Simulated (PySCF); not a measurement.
# CF3O3S: the cost of one run

Computed with PySCF 2.14.0. Level: levels as typed in each script, gas phase, geometry from GFN2-xTB.

## Step 1: Starting geometry

SMILES `[O-]S(=O)(=O)C(F)(F)F`, 8 atoms, charge -1, spin multiplicity 1.

Bond lengths: O1–S2 1.445 Å, S2–O3 1.448 Å, S2–O4 1.446 Å, S2–C5 1.878 Å, C5–F6 1.342 Å, C5–F7 1.342 Å, C5–F8 1.344 Å. Angles: O1–S2–O3 115.7°, O1–S2–O4 115.6°, O1–S2–C5 102.2°, O3–S2–O4 115.6°, O3–S2–C5 102.1°, O4–S2–C5 102.2°, S2–C5–F6 112.2°, S2–C5–F7 112.2°, S2–C5–F8 112.2°, F6–C5–F7 106.6°, F6–C5–F8 106.6°, F7–C5–F8 106.6°.

Geometry (Å):

```xyz
8
charge -1, multiplicity 1
O    -1.2431    0.7907   -1.1703
S    -0.9365    0.0003   -0.0004
O    -1.2391   -1.4121   -0.0990
O    -1.2432    0.6186    1.2699
C     0.9419    0.0008   -0.0006
F     1.4493    1.2406    0.0866
F     1.4496   -0.5448   -1.1169
F     1.4495   -0.6943    1.0310
```

## Step 2: Density, bond paths and surface potential (PBE/def2-svpd)

input.py

```python
import numpy as np
from pyscf import gto, scf, dft
from pyscf.scf import atom_ks, atom_hf
from scipy.linalg import block_diag

def solve(mol, dm0=None, hcore=None):
    mf = (dft.UKS if mol.spin else dft.RKS)(mol, xc='pbe')
    mf.grids.level = 3
    mf = mf.density_fit(auxbasis='def2-universal-jkfit')
    mf.conv_tol, mf.max_cycle = 1e-8, 80
    if hcore is not None:
        mf.get_hcore = lambda *args: hcore
    mf.kernel(dm0)
    if not mf.converged:
        mf = mf.newton().run(mf.mo_coeff, mf.mo_occ, max_cycle=30)
    assert mf.converged, 'SCF not converged'
    return mf

mol = gto.M(atom='''
O     -1.24312     0.79066    -1.17032
S     -0.93648     0.00030    -0.00039
O     -1.23914    -1.41208    -0.09900
O     -1.24318     0.61857     1.26989
C      0.94191     0.00080    -0.00064
F      1.44933     1.24056     0.08656
F      1.44958    -0.54476    -1.11691
F      1.44952    -0.69434     1.03096
''', basis='def2-svpd', charge=-1, spin=0, verbose=4)
mf = solve(mol)
mf.analyze()
# spherically averaged free atoms, for the promolecule
atm = atom_ks.get_atm_nrks(mol, xc='pbe')
pro = block_diag(*[(atm[a[0]][2] * atm[a[0]][3]) @ atm[a[0]][2].T for a in mol._atom])
np.savez('result.npz', e=mf.e_tot, c=mf.mo_coeff, occ=mf.mo_occ, eps=mf.mo_energy, pro=pro, dip=mf.dip_moment(verbose=0), s2=mf.spin_square()[0])
```

Command:

```
$ OMP_NUM_THREADS=1 python input.py
```

What time and memory should one allow on 1 thread of Intel Xeon 6975P-C (Granite Rapids), shared host?

About 18 s, with a peak of 0.64 GiB.
